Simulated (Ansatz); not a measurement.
# triplet Si2H6O2 at 6 levels

Wanted: a comparison of 6 runs (UHF/STO-3G, UHF/3-21G, UB3LYP/6-31G*, UPBE0/6-31G*, RPA@PBE0/6-31G*) of triplet Si2H6O2. 

The calculation is run with Ansatz 0.2.0.

48 further runs of the same task are left out: 48 set aside as unsound or not needed. Runs told in other sessions of the task aren't counted.

## (1) The structure to begin with

Si2H6O2: 10 atoms, total charge 0, spin state triplet. SMILES of the parent species: `O[SiH2][SiH2]O`. The coordinates come from a PBE0-D4/def2-TZVP relaxation. This is one conformer, not always the lowest. That shape belongs to the parent species and isn't relaxed for this state.

Bond lengths: O1–Si2 1.656 Å, Si2–Si3 2.357 Å, Si3–O4 1.656 Å, O1–H5 0.958 Å, Si2–H6 1.487 Å, Si2–H7 1.494 Å, Si3–H8 1.493 Å, Si3–H9 1.487 Å, O4–H10 0.958 Å. Some angles: O1–Si2–Si3 112.1°, Si2–Si3–O4 112.1°, O1–Si2–H6 105.4°, O1–Si2–H7 111.3°, Si3–Si2–H6 110.5°, Si3–Si2–H7 109.5°, Si2–O1–H5 117.4°, Si2–Si3–H8 109.5°, Si2–Si3–H9 110.5°, O4–Si3–H8 111.3°.

## (2) The energy at UHF/STO-3G (run 1)

Contents of in.yaml:

```yaml
crystal:
  periodic: [false, false, false]
  atoms:
    - symbol: O
      position_ang: [-1.023300, 1.887700, 1.029000]
    - symbol: Si
      position_ang: [0.114300, 0.686000, 0.959700]
    - symbol: Si
      position_ang: [-0.148600, -0.673600, -0.947700]
    - symbol: O
      position_ang: [0.987200, -1.877000, -1.014900]
    - symbol: H
      position_ang: [-1.013300, 2.545500, 0.332800]
    - symbol: H
      position_ang: [-0.079100, -0.112900, 2.199100]
    - symbol: H
      position_ang: [1.498300, 1.246700, 0.986300]
    - symbol: H
      position_ang: [-1.533500, -1.232000, -0.975500]
    - symbol: H
      position_ang: [0.047500, 0.124300, -2.187300]
    - symbol: H
      position_ang: [0.975700, -2.534100, -0.318000]
basis:
  gaussian:
    orbitals: STO-3G
magnetization:
  spin_polarized: true
  initial_magnetization: 2
hamiltonian:
  xc: hf
accuracy: high
output: {orbitals: {seedname: orbitals}}
```

Command:

```bash
ansatz run in.yaml --threads 1 --pin off --max-ram 2610MiB --events-out events.jsonl --progress --plain --runs-dir runs
```

The program printed:

```text
Warning: RAYON_NUM_THREADS=1 ignored (pool sized by the plan → 1); use --threads N
Functional definition: HF
  name "HF"
  exchange = exact_x
  correlation = 0
686 factors; integrals over basis functions are off by at most 2.3e-8 eV
mean field evaluation 1: about -19643.9149 eV, gradient 2.1e1 eV
mean field evaluation 2: about -19644.0748 eV, gradient 2.1e1 eV
mean field evaluation 4: about -19648.1920 eV, gradient 2.6e0 eV
mean field evaluation 8: about -19648.6507 eV, gradient 4.0e-1 eV
mean field evaluation 16: about -19648.6663 eV, gradient 3.1e-7 eV
mean field evaluation 32: about -19645.8290 eV, gradient 3.6e0 eV
mean field -19648.66634865 eV, -722.0751699686 hartree, gradient 1.8e-8 eV, S^2 2.008114; 0 other end points of the search recorded, 0 dependent functions left out
reference -19648.66634865 eV, -722.0751699686 hartree; 26, 24 occupied and 8, 10 virtual orbitals, 686 factors
Total energy: -19648.66634865 eV, -722.0751699686 hartree
```

It took 0.73 s on 1 thread of Arm Neoverse V1, shared host; peak memory 0.095 GiB.

## (3) A single-point energy at UHF/3-21G (run 2)

Contents of molecule.yaml:

```yaml
crystal:
  periodic: [false, false, false]
  atoms:
    - symbol: O
      position_ang: [-1.023300, 1.887700, 1.029000]
    - symbol: Si
      position_ang: [0.114300, 0.686000, 0.959700]
    - symbol: Si
      position_ang: [-0.148600, -0.673600, -0.947700]
    - symbol: O
      position_ang: [0.987200, -1.877000, -1.014900]
    - symbol: H
      position_ang: [-1.013300, 2.545500, 0.332800]
    - symbol: H
      position_ang: [-0.079100, -0.112900, 2.199100]
    - symbol: H
      position_ang: [1.498300, 1.246700, 0.986300]
    - symbol: H
      position_ang: [-1.533500, -1.232000, -0.975500]
    - symbol: H
      position_ang: [0.047500, 0.124300, -2.187300]
    - symbol: H
      position_ang: [0.975700, -2.534100, -0.318000]
basis:
  gaussian: {orbitals: 3-21G.json}
accuracy: high
magnetization: {spin_polarized: true, initial_magnetization: 2}
hamiltonian: {xc: hf}
output: {orbitals: {seedname: orbitals}}
```

The basis set 3-21G is read from a file made from the Basis Set Exchange's data (not shown).

Command:

```bash
ansatz run molecule.yaml --threads 1 --pin off --max-ram 2610MiB --events-out events.jsonl --progress --plain --runs-dir runs
```

The program printed:

```text
Warning: RAYON_NUM_THREADS=1 ignored (pool sized by the plan → 1); use --threads N
Functional definition: HF
  name "HF"
  exchange = exact_x
  correlation = 0
1275 factors; integrals over basis functions are off by at most 9.0e-9 eV
mean field evaluation 1: about -19778.1526 eV, gradient 2.9e1 eV
mean field evaluation 2: about -19778.6741 eV, gradient 3.0e1 eV
mean field evaluation 4: about -19782.4540 eV, gradient 2.0e0 eV
mean field evaluation 8: about -19782.5507 eV, gradient 2.8e-1 eV
mean field evaluation 16: about -19782.5556 eV, gradient 1.6e-8 eV
mean field evaluation 32: about -19782.4391 eV, gradient 1.5e-1 eV
mean field evaluation 64: about -19782.2914 eV, gradient 2.6e0 eV
mean field evaluation 96: about -19782.5523 eV, gradient 2.8e-1 eV
mean field -19782.55555966 eV, -726.9955077197 hartree, gradient 3.5e-8 eV, S^2 2.017097; 1 other end points of the search recorded, 0 dependent functions left out
reference -19782.55555966 eV, -726.9955077197 hartree; 26, 24 occupied and 30, 32 virtual orbitals, 1275 factors
Total energy: -19782.55555966 eV, -726.9955077197 hartree
```

Run time: 2.6 s. Hardware: 1 thread of Arm Neoverse V1, shared host; peak memory 0.17 GiB.

Runs 3 to 5 aren't shown in full; the table further down has their settings and results.

## (4) The energy at RPA@PBE0/6-31G(d) (spherical functions) (run 6)

Contents of molecule.yaml:

```yaml
basis:
  gaussian:
    orbitals: 6-31G_st_-spherical.json
crystal:
  periodic: [false, false, false]
  atoms:
    - {symbol: O, position_ang: [-1.023300, 1.887700, 1.029000]}
    - {symbol: Si, position_ang: [0.114300, 0.686000, 0.959700]}
    - {symbol: Si, position_ang: [-0.148600, -0.673600, -0.947700]}
    - {symbol: O, position_ang: [0.987200, -1.877000, -1.014900]}
    - {symbol: H, position_ang: [-1.013300, 2.545500, 0.332800]}
    - {symbol: H, position_ang: [-0.079100, -0.112900, 2.199100]}
    - {symbol: H, position_ang: [1.498300, 1.246700, 0.986300]}
    - {symbol: H, position_ang: [-1.533500, -1.232000, -0.975500]}
    - {symbol: H, position_ang: [0.047500, 0.124300, -2.187300]}
    - {symbol: H, position_ang: [0.975700, -2.534100, -0.318000]}
hamiltonian:
  xc: {name: PBE0}
correlation:
  method: rpa
  frozen_orbitals: {H: 0, O: 1, Si: 5}
magnetization:
  spin_polarized: true
  initial_magnetization: 2
accuracy: high
```

The basis set 6-31G* is read from a file made from the Basis Set Exchange's data (not shown).

Command:

```bash
ansatz run molecule.yaml --threads 1 --pin off --max-ram 2610MiB --events-out events.jsonl --progress --plain --runs-dir runs
```

The program printed:

```text
Warning: RAYON_NUM_THREADS=1 ignored (pool sized by the plan → 1); use --threads N
Functional definition: PBE0
  name "PBE0"
  parameter a = 0.25
  parameter kappa = 0.804
  parameter beta = 0.06672455060314922
  exchange = (1 - a)*pbe_x(kappa = kappa, mu = beta*pi^2/3) + a*exact_x
  correlation = pbe_c(beta = beta)
1719 factors; integrals over basis functions are off by at most 8.4e-9 eV
mean field evaluation 1: about -19924.4251 eV, gradient 4.4e1 eV
mean field evaluation 2: about -19924.4527 eV, gradient 4.4e1 eV
mean field evaluation 4: about -19931.2188 eV, gradient 6.1e0 eV
mean field evaluation 8: about -19931.4681 eV, gradient 5.2e-1 eV
mean field evaluation 16: about -19931.4701 eV, gradient 6.4e-4 eV
mean field evaluation 32: about -19923.1461 eV, gradient 2.8e1 eV
mean field -19931.47007535 eV, -732.4680152335 hartree, gradient 3.8e-8 eV, S^2 2.003915; 0 other end points of the search recorded, 0 dependent functions left out
12 core orbitals not correlated: weight in the atoms' cores, before any rotation towards them, 1.000 or more for the frozen orbitals, at most 0.000 for the correlated occupied ones
reference -19887.94657020 eV, -730.8685559204 hartree; 14, 12 occupied and 50, 52 virtual orbitals, 1719 factors
Total energy: -19909.18983435 eV, -731.6492314790 hartree
```

Wall time 21 s (1 thread of Arm Neoverse V1, shared host); peak memory 0.47 GiB.

## (5) The series

| run | level | Cartesian functions | frozen core orbitals | energy (Eh) | HOMO energy (eV) | ⟨S²⟩ | wall time |
| --- | --- | --- | --- | --- | --- | --- | --- |
| 1 | UHF/STO-3G | no | – | -722.075170 | 0.83 | 2.008 | 0.73 s |
| 2 | UHF/3-21G | no | – | -726.995508 | -3.93 | 2.017 | 2.6 s |
| 3 | UB3LYP/6-31G* (spherical functions) | no | – | -732.916839 | -2.62 | 2.003 | 18 s |
| 4 | UPBE0/6-31G* (spherical functions) | no | – | -732.468015 | -2.89 | 2.004 | 16 s |
| 5 | UB3LYP/6-31G* (Cartesian functions) | yes | – | -732.923804 | -2.65 | 2.003 | 17 s |
| 6 | RPA@PBE0/6-31G* (spherical functions) | no | 12 | -731.649231 | – | 2.004 | 21 s |

## (6) Results

| quantity | value |
| --- | --- |
| run 6: total energy | -731.64923 Eh |
| run 6: RPA correlation energy (valence) | -780.7 mEh |
| run 6: ⟨S²⟩ of the reference determinant | 2.004 |

**Reading.** Totals of different functionals can't be ranked against each other. In run 1 the basis is minimal, so the values are rough. All runs together took 76 s, the longest 21 s.
